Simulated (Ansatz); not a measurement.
# SrCa2S3: the band gap up the ladder of functionals

An exercise on one series of results from a longer session: the logs are not shown, and one member is left open.

Program: Ansatz 0.2.0. PAW datasets, plane waves. Values at 0 K without nuclear motion; spin polarisation is off, and the phase may be a hypothetical one.

### The system as given

The cell was relaxed beforehand with r2SCAN.

It is tetragonal, I4/mmm (No. 139); a = 4.123 Å, c = 17.427 Å in the conventional setting, 24.69 Å³ an atom. Sr has 6 S at 2.92–2.97 Å; S has 5 Ca at 2.82–2.92 Å and 1 Sr at 2.97 Å; Ca has 6 S at 2.82–2.93 Å; S has 4 Sr at 2.92 Å and 2 Ca at 2.93 Å.

The structure in full:

```
CELL_PARAMETERS angstrom
-2.06144 2.06144 8.71352
2.06144 -2.06144 8.71352
2.06144 2.06144 -8.71352
ATOMIC_POSITIONS crystal
Sr 0.00000 0.00000 0.00000
S 0.82973 0.82973 0.00000
Ca 0.33187 0.33187 0.00000
S 0.17027 0.17027 0.00000
Ca 0.66813 0.66813 0.00000
S 0.50000 0.50000 0.00000
```

Set-up of the first run:

Input file input.yaml:

```yaml
crystal:
  lattice:
    - [-2.0614427606, 2.0614427606, 8.7135195675]
    - [2.0614427606, -2.0614427606, 8.7135195675]
    - [2.0614427606, 2.0614427606, -8.7135195675]
  atoms:
    - { symbol: Sr, position: [0.0, 0.0, 0.0] }
    - { symbol: S, position: [0.8297314427, 0.8297314427, 0.0] }
    - { symbol: Ca, position: [0.3318652081, 0.3318652081, 0.0] }
    - { symbol: S, position: [0.1702685573, 0.1702685573, 0.0] }
    - { symbol: Ca, position: [0.6681347919, 0.6681347919, 0.0] }
    - { symbol: S, position: [0.5, 0.5, 0.0] }
kpoints:
  mp_grid: { grid: [8, 8, 8] }
  band_path:
    path:
      - [[0.0, 0.0, 0.0], [0.0, 0.0, 0.5], [0.25, 0.25, 0.25], [0.0, 0.5, 0.0], [0.0, 0.0, 0.0], [0.5, 0.5, -0.5], [0.263992501039, 0.736007498961, -0.263992501039]]
      - [[-0.263992501039, 0.263992501039, 0.263992501039], [0.0, 0.0, 0.0]]
      - [[0.0, 0.0, 0.5], [-0.027985002079, 0.027985002079, 0.5]]
      - [[0.5, 0.5, -0.027985002079], [0.5, 0.5, -0.5]]
    npoints: 10
hamiltonian:
  xc: pbe
scf:
  occupations: { method: fermi_dirac, width: 0.02 }
  n_extra_bands: 5
output:
  forces: true
  stress: true
  eigenvalues: true
```

Steps of the session up to this table: PBE band path; r2SCAN; Single point with HSE06; PBE+SOC; Quasiparticle levels, G0W0@PBE; PBE0.

One table of the session follows, with a row left open; its other results are not shown here.

| level | gap (eV) |
| --- | --- |
| PBE | ? |
| r2SCAN | 2.84 |
| HSE06 | 3.43 |
| PBE+SOC | 2.38 |
| G0W0@PBE (442 empty bands) | 4.02 |
| PBE0 | 4.13 |

Q: Estimate the row for PBE from the others.

**Answer.** gap (eV): 2.41. In the column «gap (eV)» it lies between PBE+SOC (2.38) and r2SCAN (2.84).

Meshes: PBE 8×8×8, r2SCAN 8×8×8, HSE06 6×6×6, PBE+SOC 8×8×8, PBE0 6×6×6

PBE+SOC gives the least gap, 2.38 eV, and PBE0 the largest, 4.13 eV. PBE reaches 60 % of the G0W0@PBE value, and r2SCAN 71 %. PBE0 lies 0.70 eV above HSE06, which differs from it by screening the long-range exchange. G0W0 values are finite-basis, finite-mesh values.

Limits of these values: Warnings in the runs' records: stress scf threshold loose, stress exchange threshold loose.
